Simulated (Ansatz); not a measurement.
# GeSb2Te4: the cost of one run

Method: DFT PBE, scalar-relativistic, plane waves, PAW, in Ansatz 0.2.0.

### Step 1. Starting point

It takes space group R3m (No. 160, trigonal). Conventional cell: a = 4.309 Å, b = 4.309 Å, c = 41.691 Å, α = 90.00°, β = 90.00°, γ = 120.00°. Around Ge (site symmetry 3m) lie 6 Te at 2.86 to 3.32 Å. Around Sb (site symmetry 3m) lie 6 Te at 3.02 to 3.21 Å. Sb (site symmetry 3m) is surrounded by 6 Te at 3.03 to 3.16 Å. Te (site symmetry 3m) has 3 Ge at 2.86 Å in its first shell of neighbours. Te (site symmetry 3m) is surrounded by 3 Sb at 3.02 Å. Te (site symmetry 3m) has 6 Sb at 3.16 to 3.21 Å in its first shell of neighbours. Around Te (site symmetry 3m) lie 3 Sb at 3.03 Å and 3 Ge at 3.32 Å.

As a file:

```cif
data_structure
_symmetry_space_group_name_H-M 'P 1'
_symmetry_Int_Tables_number 1
_cell_length_a 8.6189
_cell_length_b 14.1181
_cell_length_c 14.9284
_cell_angle_alpha 95.055
_cell_angle_beta 90.000
_cell_angle_gamma 98.779
_cell_volume 1788.09
loop_
_atom_site_label
_atom_site_type_symbol
_atom_site_fract_x
_atom_site_fract_y
_atom_site_fract_z
_atom_site_occupancy
Ge1 Ge 0.57216 0.28863 0.85739 1
Ge2 Ge 0.32216 0.28863 0.60739 1
Ge3 Ge 0.07216 0.28863 0.35739 1
Ge4 Ge 0.82216 0.28863 0.10739 1
Ge5 Ge 0.07216 0.28863 0.85739 1
Ge6 Ge 0.82216 0.28863 0.60739 1
Ge7 Ge 0.57216 0.28863 0.35739 1
Ge8 Ge 0.32216 0.28863 0.10739 1
Sb1 Sb 0.68010 0.72042 0.89337 1
Sb2 Sb 0.43010 0.72042 0.64337 1
Sb3 Sb 0.18010 0.72042 0.39337 1
Sb4 Sb 0.93010 0.72042 0.14337 1
Sb5 Sb 0.18010 0.72042 0.89337 1
Sb6 Sb 0.93010 0.72042 0.64337 1
Sb7 Sb 0.68010 0.72042 0.39337 1
Sb8 Sb 0.43010 0.72042 0.14337 1
Sb9 Sb 0.25151 0.00604 0.75050 1
Sb10 Sb 0.00151 0.00604 0.50050 1
Sb11 Sb 0.75151 0.00604 0.25050 1
Sb12 Sb 0.50151 0.00604 0.00050 1
Sb13 Sb 0.75151 0.00604 0.75050 1
Sb14 Sb 0.50151 0.00604 0.50050 1
Sb15 Sb 0.25151 0.00604 0.25050 1
Sb16 Sb 0.00151 0.00604 0.00050 1
Te1 Te 0.34767 0.39069 0.78256 1
Te2 Te 0.09767 0.39069 0.53256 1
Te3 Te 0.84767 0.39069 0.28256 1
Te4 Te 0.59767 0.39069 0.03256 1
Te5 Te 0.84767 0.39069 0.78256 1
Te6 Te 0.59767 0.39069 0.53256 1
Te7 Te 0.34767 0.39069 0.28256 1
Te8 Te 0.09767 0.39069 0.03256 1
Te9 Te 0.89938 0.59751 0.96646 1
Te10 Te 0.64938 0.59751 0.71646 1
Te11 Te 0.39938 0.59751 0.46646 1
Te12 Te 0.14938 0.59751 0.21646 1
Te13 Te 0.39938 0.59751 0.96646 1
Te14 Te 0.14938 0.59751 0.71646 1
Te15 Te 0.89938 0.59751 0.46646 1
Te16 Te 0.64938 0.59751 0.21646 1
Te17 Te 0.46647 0.86589 0.82216 1
Te18 Te 0.21647 0.86589 0.57216 1
Te19 Te 0.96647 0.86589 0.32216 1
Te20 Te 0.71647 0.86589 0.07216 1
Te21 Te 0.96647 0.86589 0.82216 1
Te22 Te 0.71647 0.86589 0.57216 1
Te23 Te 0.46647 0.86589 0.32216 1
Te24 Te 0.21647 0.86589 0.07216 1
Te25 Te 0.78271 0.13084 0.92757 1
Te26 Te 0.53271 0.13084 0.67757 1
Te27 Te 0.28271 0.13084 0.42757 1
Te28 Te 0.03271 0.13084 0.17757 1
Te29 Te 0.28271 0.13084 0.92757 1
Te30 Te 0.03271 0.13084 0.67757 1
Te31 Te 0.78271 0.13084 0.42757 1
Te32 Te 0.53271 0.13084 0.17757 1
```

The runs take a perfect supercell of 56 atoms; the defect goes to fractional position (0.348, 0.391, 0.783).

### Step 2. The perfect supercell

File input.yaml:

```yaml
crystal:
  lattice:
    - [8.61892, 0.0, -1.0e-06]
    - [-2.15473, -1.244034, -13.897081]
    - [0.0, 14.928408, -1.0e-06]
  atoms:
    - { symbol: Ge, position: [0.572158, 0.288631, 0.857386] }
    - { symbol: Ge, position: [0.322158, 0.288631, 0.607386] }
    - { symbol: Ge, position: [0.072158, 0.288631, 0.357386] }
    - { symbol: Ge, position: [0.822158, 0.288631, 0.107386] }
    - { symbol: Ge, position: [0.072158, 0.288631, 0.857386] }
    - { symbol: Ge, position: [0.822158, 0.288631, 0.607386] }
    - { symbol: Ge, position: [0.572158, 0.288631, 0.357386] }
    - { symbol: Ge, position: [0.322158, 0.288631, 0.107386] }
    - { symbol: Sb, position: [0.680104, 0.720416, 0.893368] }
    - { symbol: Sb, position: [0.430104, 0.720416, 0.643368] }
    - { symbol: Sb, position: [0.180104, 0.720416, 0.393368] }
    - { symbol: Sb, position: [0.930104, 0.720416, 0.143368] }
    - { symbol: Sb, position: [0.180104, 0.720416, 0.893368] }
    - { symbol: Sb, position: [0.930104, 0.720416, 0.643368] }
    - { symbol: Sb, position: [0.680104, 0.720416, 0.393368] }
    - { symbol: Sb, position: [0.430104, 0.720416, 0.143368] }
    - { symbol: Sb, position: [0.251509, 0.006036, 0.750503] }
    - { symbol: Sb, position: [0.001509, 0.006036, 0.500503] }
    - { symbol: Sb, position: [0.751509, 0.006036, 0.250503] }
    - { symbol: Sb, position: [0.501509, 0.006036, 0.000503] }
    - { symbol: Sb, position: [0.751509, 0.006036, 0.750503] }
    - { symbol: Sb, position: [0.501509, 0.006036, 0.500503] }
    - { symbol: Sb, position: [0.251509, 0.006036, 0.250503] }
    - { symbol: Sb, position: [0.001509, 0.006036, 0.000503] }
    - { symbol: Te, position: [0.347673, 0.390692, 0.782558] }
    - { symbol: Te, position: [0.097673, 0.390692, 0.532558] }
    - { symbol: Te, position: [0.847673, 0.390692, 0.282558] }
    - { symbol: Te, position: [0.597673, 0.390692, 0.032558] }
    - { symbol: Te, position: [0.847673, 0.390692, 0.782558] }
    - { symbol: Te, position: [0.597673, 0.390692, 0.532558] }
    - { symbol: Te, position: [0.347673, 0.390692, 0.282558] }
    - { symbol: Te, position: [0.097673, 0.390692, 0.032558] }
    - { symbol: Te, position: [0.899377, 0.597507, 0.966459] }
    - { symbol: Te, position: [0.649377, 0.597507, 0.716459] }
    - { symbol: Te, position: [0.399377, 0.597507, 0.466459] }
    - { symbol: Te, position: [0.149377, 0.597507, 0.216459] }
    - { symbol: Te, position: [0.399377, 0.597507, 0.966459] }
    - { symbol: Te, position: [0.149377, 0.597507, 0.716459] }
    - { symbol: Te, position: [0.899377, 0.597507, 0.466459] }
    - { symbol: Te, position: [0.649377, 0.597507, 0.216459] }
    - { symbol: Te, position: [0.466473, 0.865892, 0.822158] }
    - { symbol: Te, position: [0.216473, 0.865892, 0.572158] }
    - { symbol: Te, position: [0.966473, 0.865892, 0.322158] }
    - { symbol: Te, position: [0.716473, 0.865892, 0.072158] }
    - { symbol: Te, position: [0.966473, 0.865892, 0.822158] }
    - { symbol: Te, position: [0.716473, 0.865892, 0.572158] }
    - { symbol: Te, position: [0.466473, 0.865892, 0.322158] }
    - { symbol: Te, position: [0.216473, 0.865892, 0.072158] }
    - { symbol: Te, position: [0.78271, 0.130839, 0.92757] }
    - { symbol: Te, position: [0.53271, 0.130839, 0.67757] }
    - { symbol: Te, position: [0.28271, 0.130839, 0.42757] }
    - { symbol: Te, position: [0.03271, 0.130839, 0.17757] }
    - { symbol: Te, position: [0.282709, 0.130837, 0.92757] }
    - { symbol: Te, position: [0.032709, 0.130837, 0.67757] }
    - { symbol: Te, position: [0.782709, 0.130837, 0.42757] }
    - { symbol: Te, position: [0.532709, 0.130837, 0.17757] }
basis:
  ecutwfc: 420
  fft_grid_basis: typed
kpoints:
  mp_grid: { grid: [2, 1, 1] }
hamiltonian:
  xc: pbe
  pseudopotentials: { kind: paw }
scf:
  occupations: { method: gaussian, width: 0.05 }
output:
  forces: true
  stress: false
  eigenvalues: true
  bader: false
  write_density: true
  volumetric_format: npy
```

Run with:

```bash
ansatz run input.yaml --threads 8 --pin off --max-ram 16384MiB --backend cpu --events-out ev --progress --plain --runs-dir out
```

**Question.** How long does this run take on 8 threads of Arm Neoverse V2, shared host, and how much memory does it need?

About 32 s, with a peak of 7.7 GiB.
